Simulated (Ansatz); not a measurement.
# Os (Osmium): properties at the relaxed cell

One table from this session's results is given with a row withheld; the runs are named, their logs left out.

Computed with Ansatz 0.2.0 (DFT PBE, scalar-relativistic, plane waves, PAW, unless a step's input says otherwise).

**Starting point**

The structure is hexagonal, space group P6_3/mmc (No. 194). Conventional cell: a = 2.753 Å, b = 2.753 Å, c = 4.351 Å, α = 90.00°, β = 90.00°, γ = 120.00°. Os (site symmetry -6m2) is surrounded by 12 Os at 2.69 to 2.75 Å.

Coordinates:

```cif
data_structure
_symmetry_space_group_name_H-M 'P6_3/mmc'
_symmetry_Int_Tables_number 194
_cell_length_a 2.7528
_cell_length_b 2.7528
_cell_length_c 4.3509
_cell_angle_alpha 90.000
_cell_angle_beta 90.000
_cell_angle_gamma 120.000
_cell_volume 28.55
loop_
_atom_site_label
_atom_site_type_symbol
_atom_site_symmetry_multiplicity
_atom_site_Wyckoff_symbol
_atom_site_fract_x
_atom_site_fract_y
_atom_site_fract_z
_atom_site_occupancy
Os1 Os 2 c 0.33333 0.66667 0.25000 1
```

It is the result of an earlier relaxation at this level (volume 14.28 Å³/atom; gap on the mesh: none (metal)).

Set-up of the first run:

Input file input.yaml:

```yaml
crystal:
  lattice:
    - [2.7341, 0.0, 0.0]
    - [-1.36705, 2.3678000565, 0.0]
    - [0.0, 0.0, 4.3197]
  atoms:
    - { symbol: Os, position: [0.3333333333, 0.6666666667, 0.25] }
    - { symbol: Os, position: [0.6666666667, 0.3333333333, 0.75] }
basis:
  ecutwfc: 420
kpoints:
  mp_grid: { grid: [18, 18, 10] }
hamiltonian:
  xc: pbe
scf:
  occupations: { method: gaussian, width: 0.1 }
output:
  forces: true
  stress: true
  eigenvalues: true
  populations: true
```

Run with:

```bash
ansatz run input.yaml --threads 1 --pin off --max-ram 2560MiB --backend cpu --events-out ev --progress --plain --runs-dir out
```

Among the steps run: Back to the database's cell; Point at V/V0 = 0.97; Volume × 1.03; Volume × 0.94; Point at V/V0 = 1.06; Point at V/V0 = 0.91; Volume × 1.10; Point at V/V0 = 0.88.

One table of the session follows, with a row left open; its other results are not shown here.

It belongs to the step «Fit of the equation of state». 

```
volume (Å³/atom)  energy above the lowest point (meV/atom)  pressure (GPa)
          12.563                                     325.3           68.76
          12.992                                     171.6           46.89
          13.420                                         ?               ?
          13.848                                      16.8           13.01
          14.277                                       0.0            0.00
          14.705                                      15.1          -10.93
          15.133                                      57.1          -20.09
          15.704                                     147.2          -30.01
```

Q: Estimate the row for volume (Å³/atom) = 13.420 from the others.

Worked estimate for «energy above the lowest point (meV/atom)». A straight line through the neighbours (12.992, 171.6) and (13.848, 16.8) gives 171.6 + (16.8 − 171.6) × (13.420 − 12.992) / (13.848 − 12.992) = 94.2; a parabola fitted to 4 rows on both sides gives 71.5.

**Answer.** energy above the lowest point (meV/atom): 71.6; pressure (GPa): 28.49. In «energy above the lowest point (meV/atom)» the line misses by +22.6 and the parabola by -0.1.
